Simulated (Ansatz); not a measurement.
# C₃H₉GaSe₃: a ladder of functionals and wavefunction methods

The task here is to estimate one member of a computed series from the others.

Method: functionals in def2-TZVPP, the program's frozen cores in correlated methods; program: Ansatz 0.2.0, Gaussian basis.

The runs, in order: LDA (SPW92), PBE-D4, revPBE-D4, BLYP-D4, r2SCAN-D4, B97M-V, PBE0-D4, B3LYP-D4, r2SCANh-D4, r2SCAN0-D4, HSE06-D4, BHLYP-D4, CAM-B3LYP-D4, LC-ωPBE, ωB97X-V, ωB97M-V, B2PLYP, PBE-QIDH; CCSD(T)/def2-SVP; CCSD(T)/def2-TZVPP; MP2/def2-QZVPP; extrapolation to the limit; RPA on PBE.

## The geometry

An earlier PBE0-D4 in a triple-zeta def2 set relaxation fixed the geometry.

16 atoms, charge 0, spin multiplicity 1.

Atoms are counted from 1 here; the program's logs count them from 0.

Bond lengths: C1–Se2 1.962 Å, C1–H8 1.087 Å, C1–H9 1.089 Å, C1–H10 1.087 Å, Se2–Ga3 2.319 Å, Ga3–Se4 2.319 Å, Ga3–Se6 2.319 Å, Se4–C5 1.962 Å, C5–H11 1.089 Å, C5–H12 1.087 Å, C5–H13 1.087 Å, Se6–C7 1.962 Å, C7–H14 1.087 Å, C7–H15 1.087 Å, C7–H16 1.089 Å. Angles: Se2–C1–H8 110.3°, Se2–C1–H9 106.2°, Se2–C1–H10 110.4°, H8–C1–H9 109.6°, H8–C1–H10 110.6°, H9–C1–H10 109.6°, C1–Se2–Ga3 97.7°, Se2–Ga3–Se4 120.0°, Se2–Ga3–Se6 120.0°, Se4–Ga3–Se6 120.0°, Ga3–Se4–C5 97.7°, Se4–C5–H11 106.2°, Se4–C5–H12 110.3°, Se4–C5–H13 110.4°, H11–C5–H12 109.6°, H11–C5–H13 109.6°, H12–C5–H13 110.6°, Ga3–Se6–C7 97.7° and more.

The first run:

File in.yaml:

```yaml
crystal:
  periodic: [false, false, false]
  atoms:
    - {symbol: C, position_ang: [2.118568, 0.855267, -2.286589]}
    - {symbol: Se, position_ang: [1.807371, -0.769670, -1.232828]}
    - {symbol: Ga, position_ang: [-0.002647, -0.000942, -0.003723]}
    - {symbol: Se, position_ang: [-1.010547, -1.381619, 1.563458]}
    - {symbol: C, position_ang: [0.140633, -2.949695, 1.311467]}
    - {symbol: Se, position_ang: [-0.804247, 2.149173, -0.339145]}
    - {symbol: C, position_ang: [-2.258029, 2.094804, 0.976616]}
    - {symbol: H, position_ang: [2.358865, 1.689927, -1.632218]}
    - {symbol: H, position_ang: [2.968183, 0.640455, -2.932314]}
    - {symbol: H, position_ang: [1.246494, 1.084643, -2.894448]}
    - {symbol: H, position_ang: [-0.214959, -3.703230, 2.011957]}
    - {symbol: H, position_ang: [0.051210, -3.324780, 0.294658]}
    - {symbol: H, position_ang: [1.174693, -2.700081, 1.537409]}
    - {symbol: H, position_ang: [-1.859044, 1.926520, 1.974168]}
    - {symbol: H, position_ang: [-2.975106, 1.319945, 0.715856]}
    - {symbol: H, position_ang: [-2.741429, 3.069273, 0.935676]}
basis:
  gaussian: {orbitals: def2-TZVPP}
hamiltonian: {xc: lda}
output: {orbitals: {seedname: orbitals}}
```

On the command line:

```
$ ansatz run in.yaml --threads 4 --pin off --events-out ev --progress --plain --max-ram 46080MiB --backend cuda --devices 0, --max-vram 37GiB
```

Among the steps run: LDA; PBE-D4 (GGA); revPBE-D4 (GGA); BLYP-D4 (GGA); r2SCAN-D4 (meta-GGA); B97M-V (meta-GGA); B3LYP-D4 (hybrid); r2SCANh-D4 (hybrid); r2SCAN0-D4 (hybrid); HSE06-D4 (hybrid); BHLYP-D4 (hybrid); CAM-B3LYP-D4 (range-separated); LC-ωPBE (range-separated); ωB97X-V (range-separated); ωB97M-V (range-separated); B2PLYP (double hybrid); PBE-QIDH (double hybrid).

One of the session's tables, all rows but one given; the rest of the session is left out.

It belongs to the step «Frontier levels by functional». 

```
  functional  HOMO (eV)  gap (eV)
 LDA (SPW92)      -5.64      3.80
      PBE-D4      -5.49      3.95
   revPBE-D4      -5.43      4.01
     BLYP-D4      -5.31      3.84
   r2SCAN-D4          ?         ?
      B97M-V      -5.81      4.49
     PBE0-D4      -6.60      5.84
    B3LYP-D4      -6.36      5.37
  r2SCANh-D4      -6.16      5.12
  r2SCAN0-D4      -6.77      6.10
    HSE06-D4      -6.21      5.09
    BHLYP-D4      -7.55      7.58
CAM-B3LYP-D4      -7.85      8.00
     LC-ωPBE      -9.20     10.34
     ωB97X-V      -8.86      9.91
     ωB97M-V      -8.73      9.62
```

Estimate the missing values for r2SCAN-D4.

Worked estimate for «HOMO (eV)». Against the share of exact exchange, r2SCANh-D4 (0.1, -6.16), r2SCAN0-D4 (0.25, -6.77) give a slope of -4.07 per unit share; at 0 the line stands at -5.75.

The run gave: HOMO (eV): -5.75; gap (eV): 4.45. In «HOMO (eV)» the line misses by 0.00.
